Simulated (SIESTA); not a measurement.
## HPbNO4 in SIESTA: the effect of functional

The system is HPbNO4.

```xyz
7
Lattice="4.1992 0.1112 0.1682 1.9160 3.8913 0.1257 1.7609 1.2526 6.3727" Properties=species:S:1:pos:R:3 pbc="T T T"
H     6.1559    3.5396    4.2374
Pb    3.9410    4.7367    5.7714
N     2.1622    1.5295    2.0021
O     6.1170    3.6060    5.2180
O     2.2525    1.0554    0.8130
O     2.1821    0.7481    2.9790
O     2.0545    2.7723    2.1460
```

The cell was built by a generator and needn't be a form met in nature.

Alike in all runs:

- Program: SIESTA 5.4.2
- Task: band structure
- Basis: DZP (energy shift 0.003 Ry; two zetas on semicore shells)
- Grid cutoff: 800 Ry
- Energy shift: 0.003 Ry
- k mesh: 7 × 7 × 5
- Occupations: fermi-dirac, width 0.05 eV
- Spin: no spin polarisation

Problem. One run gave: gap on the mesh 2.73 eV; pressure -3.1 GPa; largest force 1.02 eV/Å. Which functional did it use?
A. RPBE
B. AM05
C. PBEsol
D. BLYP
E. LDA

Solution. E.

```csv
functional,potentials or basis,gap on the mesh (eV),pressure (GPa),largest force (eV/Å)
LDA,PseudoDojo 0.4 standard (LDA files),2.73,-3.1,1.02
PBEsol,PseudoDojo 0.4 standard (PBEsol files),2.80,-0.1,1.04
RPBE,PseudoDojo 0.4 standard (PBE files),2.84,4.7,1.31
BLYP,PseudoDojo 0.4 standard (PBE files),2.80,5.9,2.18
AM05,PseudoDojo 0.4 standard (PBEsol files),2.82,0.6,0.87
```

Caveats: spin-orbit coupling is left out, which as a rule narrows the gap of such compounds by several tenths of an eV; the basis of atomic orbitals isn't converged, which shifts pressures, moduli and gaps; the potentials were made for another functional, which shifts forces and pressure (some runs); forces of over 1 eV/Å show positions far from the minimum, so gaps and moduli don't describe the material at rest (some runs).

A k mesh can miss the band edges.

Runs at the PBE level aren't shown here.
